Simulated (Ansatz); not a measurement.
# Na (fcc type): how the settings move a single-point run

How sensitive is a single-point run of Na (fcc type) to its settings? A reference run comes first, then one run with altered input.

Computed with Ansatz 0.2.0 (reference: DFT, LDA, PAW with Ansatz's default frozen-core files, scalar-relativistic, unless a step's input says otherwise).

### Step 1. Starting point

Symmetry: Fm-3m, No. 225, cubic system. The conventional cell has a = 5.112 Å, b = 5.112 Å, c = 5.112 Å, α = 90.00°, β = 90.00°, γ = 90.00°. Around Na (site symmetry m-3m) lie 12 Na at 3.61 Å.

Coordinates:

```cif
data_structure
_symmetry_space_group_name_H-M 'Fm-3m'
_symmetry_Int_Tables_number 225
_cell_length_a 5.1120
_cell_length_b 5.1120
_cell_length_c 5.1120
_cell_angle_alpha 90.000
_cell_angle_beta 90.000
_cell_angle_gamma 90.000
_cell_volume 133.59
loop_
_atom_site_label
_atom_site_type_symbol
_atom_site_symmetry_multiplicity
_atom_site_Wyckoff_symbol
_atom_site_fract_x
_atom_site_fract_y
_atom_site_fract_z
_atom_site_occupancy
Na1 Na 4 a 0.00000 0.00000 0.00000 1
```

### Step 2. The reference run

input.yaml reads:

```yaml
crystal:
  lattice:
    - [0.0, 2.5560155302, 2.5560155302]
    - [2.5560155302, 0.0, 2.5560155302]
    - [2.5560155302, 2.5560155302, 0.0]
  atoms:
    - { symbol: Na, position: [0.0, 0.0, 0.0] }
kpoints:
  mp_grid: { grid: [13, 13, 13] }
  band_path:
    path:
      - [0.0, 0.0, 0.0]
      - [0.5, 0.0, 0.5]
      - [0.625, 0.25, 0.625]
      - [0.375, 0.375, 0.75]
      - [0.0, 0.0, 0.0]
      - [0.5, 0.5, 0.5]
      - [0.5, 0.25, 0.75]
      - [0.5, 0.0, 0.5]
    npoints: 8
scf:
  occupations: { method: fermi_dirac, width: 0.05 }
hamiltonian:
  xc: lda
  pseudopotentials: { kind: paw }
output:
  forces: true
  stress: true
  eigenvalues: true
  populations: true
  dos: { projected: true, de: 0.2, e_range: [-14, 8] }
```

Run with:

```bash
> ansatz run input.yaml --threads 1 --pin off --max-ram 2048MiB --backend cpu --events-out ev --progress --plain --runs-dir out
```

### Step 3. Changing settings: eigensolver.kind davidson, dispersion d3bj, xc_grid 1

input.yaml, as its differences from that of step 2:

```diff
@@ -22,2 +22,3 @@
   occupations: { method: fermi_dirac, width: 0.05 }
+  eigensolver: { kind: davidson }
 hamiltonian:
@@ -25,2 +26,3 @@
   pseudopotentials: { kind: paw }
+  dispersion: d3bj
 output:
@@ -30,2 +32,7 @@
   populations: true
-  dos: { projected: true, de: 0.2, e_range: [-14, 8] }
+  write_density: true
+  write_potential: true
+  elf: true
+  volumetric_format: npy
+basis:
+  xc_grid: 1
```

Before running it: what results should come out? Wanted: for each run, ending; energy change; pressure; gap; force.

**Answer**, as computed:

```tsv
run	ending	energy change	pressure (GPa)	gap (eV)	force (eV/Å)	cycles	time
reference	converged	0	0.0	0.00	0.00	6	1.6 s
1: eigensolver.kind davidson, dispersion d3bj, xc_grid 1	converged	-170.3 meV/atom (offset of the dispersion model)	-0.8	0.00	0.00	6	1.8 s
```

Times don't compare one to one where runs were asked for different outputs or read a saved state (see the inputs); cycles may leave out searches for a lower state.

Residual by cycle in the longest SCF loop of each run; runs are numbered as in the table. The quantity is the density residual dr2, in eV.

```tsv
cycle	reference	run 1
1	0.00435	0.00451
2	4.0e-4	3.6e-4
3	1.1e-5	1.4e-5
4	2.6e-7	1.6e-8
5	9.2e-10	1.5e-10
6	9.3e-13	7.8e-13
```

The energy moves by -170.3 meV/atom, nearly all of it the dispersion term itself (-170.3 meV/atom); that offset belongs to the model and is no gain or loss of stability; the pressure goes from 0.0 to -0.8 GPa. The damping parameters are borrowed, as the log notes.
